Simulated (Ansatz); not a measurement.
**quartet GeSiH5 at 6 levels**

We compute a comparison of 6 runs (U-revPBE/aug-cc-pVDZ, UBLYP/aug-cc-pVDZ, UPBE/aug-cc-pVDZ, UPBE0/aug-cc-pVDZ, UMP2/aug-cc-pVDZ, UCCSD/aug-cc-pVDZ) of quartet GeSiH5. 

Program for the calculation: Ansatz 0.2.0.

27 further runs of the same task are left out: 27 set aside as unsound or not needed.

### Step 1. The structure to begin with

GeSiH5: 7 atoms, total charge 0, spin state quartet. SMILES of the parent species: `[SiH2][GeH3]`. The coordinates come from a PBE0-D4/def2-TZVP relaxation. That shape belongs to the parent species and isn't relaxed for this state.

Bond lengths: Si1–Ge2 2.370 Å, Si1–H3 1.489 Å, Si1–H4 1.489 Å, Ge2–H5 1.537 Å, Ge2–H6 1.541 Å, Ge2–H7 1.537 Å. Angles: Si1–Ge2–H5 109.6°, Si1–Ge2–H6 112.0°, Si1–Ge2–H7 109.7°, Ge2–Si1–H3 113.4°, Ge2–Si1–H4 113.3°, H5–Ge2–H6 108.4°, H5–Ge2–H7 108.7°, H6–Ge2–H7 108.4°, H3–Si1–H4 109.6°.

### Step 2. The energy at U-revPBE/aug-cc-pVDZ (run 1)

Contents of in.yaml:

```yaml
basis:
  gaussian:
    orbitals: aug-cc-pVDZ
crystal:
  periodic: [false, false, false]
  atoms:
    - symbol: Si
      position_ang: [-0.094700, -1.423600, -0.163400]
    - symbol: Ge
      position_ang: [0.288700, 0.914700, -0.097700]
    - symbol: H
      position_ang: [0.173200, -2.103400, 1.133900]
    - symbol: H
      position_ang: [-1.456400, -1.784700, -0.645400]
    - symbol: H
      position_ang: [0.037100, 1.517100, -1.489000]
    - symbol: H
      position_ang: [-0.633800, 1.622900, 0.913200]
    - symbol: H
      position_ang: [1.746900, 1.189100, 0.302700]
total_charge: 0
magnetization:
  spin_polarized: true
  initial_magnetization: 3
hamiltonian:
  xc: {name: revPBE}
accuracy: high
output:
  orbitals: {seedname: orbitals}
```

Run with:

```
ansatz run in.yaml --threads 1 --pin off --max-ram 3480MiB --events-out events.jsonl --progress --plain --runs-dir runs
```

Log:

```text
Warning: RAYON_NUM_THREADS=1 ignored (pool sized by the plan → 1); use --threads N
Functional definition: revPBE
  name "revPBE"
  parameter kappa = 1.245
  parameter beta = 0.06672455060314922
  exchange = pbe_x(kappa = kappa, mu = beta*pi^2/3)
  correlation = pbe_c(beta = beta)
2189 factors; integrals over basis functions are off by at most 4.4e-9 eV
mean field evaluation 1: about -64461.3646 eV, gradient 1.2e1 eV
mean field evaluation 2: about -64462.0018 eV, gradient 7.6e0 eV
mean field evaluation 4: about -64462.6377 eV, gradient 1.9e0 eV
mean field evaluation 8: about -64462.6824 eV, gradient 1.6e-1 eV
mean field evaluation 16: about -64462.6828 eV, gradient 2.0e-3 eV
mean field evaluation 32: about -64462.4303 eV, gradient 3.0e0 eV
mean field evaluation 64: about -64462.6323 eV, gradient 7.9e-1 eV
mean field evaluation 96: about -64462.6175 eV, gradient 1.1e0 eV
mean field -64462.68280043 eV, -2368.9598985400 hartree, gradient 7.4e-8 eV, S^2 3.754665; 10 other end points of the search recorded, 0 dependent functions left out
reference -64462.68280662 eV, -2368.9598987674 hartree; 27, 24 occupied and 81, 84 virtual orbitals, 2189 factors
Total energy: -64462.68280662 eV, -2368.9598987674 hartree
```

Run time: 40 s. Hardware: 1 thread of Arm Neoverse V1, shared host; peak memory 0.41 GiB.

### Step 3. A single-point energy at UBLYP/aug-cc-pVDZ (run 2)

in.yaml, as its differences from that of step 2:

```diff
@@ -1,4 +1 @@
-basis:
-  gaussian:
-    orbitals: aug-cc-pVDZ
 crystal:
@@ -20,3 +17,5 @@
       position_ang: [1.746900, 1.189100, 0.302700]
-total_charge: 0
+basis:
+  gaussian:
+    orbitals: aug-cc-pVDZ
 magnetization:
@@ -25,3 +24,3 @@
 hamiltonian:
-  xc: {name: revPBE}
+  xc: {name: BLYP}
 accuracy: high
```

Run with:

```
ansatz run in.yaml --threads 1 --pin off --max-ram 3480MiB --events-out events.jsonl --progress --plain --runs-dir runs
```

Log, shortened:

```text
Warning: RAYON_NUM_THREADS=1 ignored (pool sized by the plan → 1); use --threads N
Functional definition: BLYP
  name "BLYP"
[...]
2189 factors; integrals over basis functions are off by at most 4.4e-9 eV
[...]
mean field -64469.55959186 eV, -2369.2126159639 hartree, gradient 2.7e-8 eV, S^2 3.752677; 8 other end points of the search recorded, 0 dependent functions left out
reference -64469.55964217 eV, -2369.2126178128 hartree; 27, 24 occupied and 81, 84 virtual orbitals, 2189 factors
Total energy: -64469.55964217 eV, -2369.2126178128 hartree
```

Wall time 37 s (1 thread of Arm Neoverse V1, shared host); peak memory 0.41 GiB.

Runs 3 to 4 aren't shown in full; the table further down has their settings and results.

### Step 4. A single-point energy at UMP2/aug-cc-pVDZ (run 5)

Contents of input.yaml:

```yaml
crystal:
  periodic: [false, false, false]
  atoms:
    - symbol: Si
      position_ang: [-0.094700, -1.423600, -0.163400]
    - symbol: Ge
      position_ang: [0.288700, 0.914700, -0.097700]
    - symbol: H
      position_ang: [0.173200, -2.103400, 1.133900]
    - symbol: H
      position_ang: [-1.456400, -1.784700, -0.645400]
    - symbol: H
      position_ang: [0.037100, 1.517100, -1.489000]
    - symbol: H
      position_ang: [-0.633800, 1.622900, 0.913200]
    - symbol: H
      position_ang: [1.746900, 1.189100, 0.302700]
basis:
  gaussian:
    orbitals: aug-cc-pVDZ
total_charge: 0
magnetization:
  spin_polarized: true
  initial_magnetization: 3
correlation:
  method: mp2
  frozen_orbitals: {Ge: 9, H: 0, Si: 5}
accuracy: high
```

Run with:

```
ansatz run input.yaml --threads 1 --pin off --max-ram 3480MiB --events-out events.jsonl --progress --plain --runs-dir runs
```

Log, shortened:

```text
Warning: RAYON_NUM_THREADS=1 ignored (pool sized by the plan → 1); use --threads N
Functional definition: HF
  name "HF"
[...]
2189 factors; integrals over basis functions are off by at most 4.4e-9 eV
[...]
mean field -64406.27307085 eV, -2366.8868792137 hartree, gradient 4.2e-8 eV, S^2 3.764221; 12 other end points of the search recorded, 0 dependent functions left out
14 core orbitals not correlated: weight in the atoms' cores, before any rotation towards them, 1.000 or more for the frozen orbitals, at most 0.000 for the correlated occupied ones
reference -64406.27307085 eV, -2366.8868792137 hartree; 13, 10 occupied and 81, 84 virtual orbitals, 2189 factors
second order -5.72693729 eV of doubles, -0.00000000 eV of singles
Total energy: -64412.00000813 eV, -2367.0973402771 hartree
```

Wall time 44 s (1 thread of Arm Neoverse V1, shared host); peak memory 0.45 GiB.

### Step 5. A single-point energy at UCCSD/aug-cc-pVDZ (run 6)

input.yaml, as its differences from that of step 4:

```diff
@@ -18,11 +18,6 @@
 basis:
-  gaussian:
-    orbitals: aug-cc-pVDZ
-total_charge: 0
-magnetization:
-  spin_polarized: true
-  initial_magnetization: 3
-correlation:
-  method: mp2
-  frozen_orbitals: {Ge: 9, H: 0, Si: 5}
+  gaussian: {orbitals: aug-cc-pVDZ}
+magnetization: {spin_polarized: true, initial_magnetization: 3}
+correlation: {method: ccsd, frozen_orbitals: {Ge: 9, H: 0, Si: 5}}
 accuracy: high
+scf: {omitted_lower_state_checks: [cluster_reference, increment]}
```

Run with:

```
ansatz run input.yaml --threads 1 --pin off --max-ram 3480MiB --events-out events.jsonl --progress --plain --runs-dir runs
```

Log:

```text
Warning: RAYON_NUM_THREADS=1 ignored (pool sized by the plan → 1); use --threads N
[... 16 lines left out ...]
14 core orbitals not correlated: weight in the atoms' cores, before any rotation towards them, 1.000 or more for the frozen orbitals, at most 0.000 for the correlated occupied ones
[... 72 lines left out ...]
Total energy: -64413.36763608 eV, -2367.1475996772 hartree
Checks for a lower state left out: cluster_reference, increment
```

It took 5.6 min on 1 thread of Arm Neoverse V1, shared host; peak memory 1.6 GiB.

### Step 6. Overview of the runs

```
run                 level  frozen core orbitals   energy (Eh)  HOMO energy (eV)   ⟨S²⟩  wall time
  1  U-revPBE/aug-cc-pVDZ                     –  -2368.959899             -1.88  3.755       40 s
  2     UBLYP/aug-cc-pVDZ                     –  -2369.212618             -1.81  3.753       37 s
  3      UPBE/aug-cc-pVDZ                     –  -2368.700235             -1.93  3.754       39 s
  4     UPBE0/aug-cc-pVDZ                     –  -2368.781521             -2.40  3.755       89 s
  5      UMP2/aug-cc-pVDZ                    14  -2367.097340                 –  3.764       44 s
  6     UCCSD/aug-cc-pVDZ                    14  -2367.147600                 –  3.764    5.6 min
```

### Step 7. What came out

| quantity | value |
| --- | --- |
| run 6: total energy | -2367.14760 Eh |
| run 6: correlation energy (14 core orbitals frozen) | -260.7 mEh |
| run 6: ⟨S²⟩ of the reference determinant | 3.764 |
| run 6: T1 diagnostic | 0.052 |

What this shows: Totals of different functionals can't be ranked against each other. All runs together took 9.8 min, the longest 5.6 min.
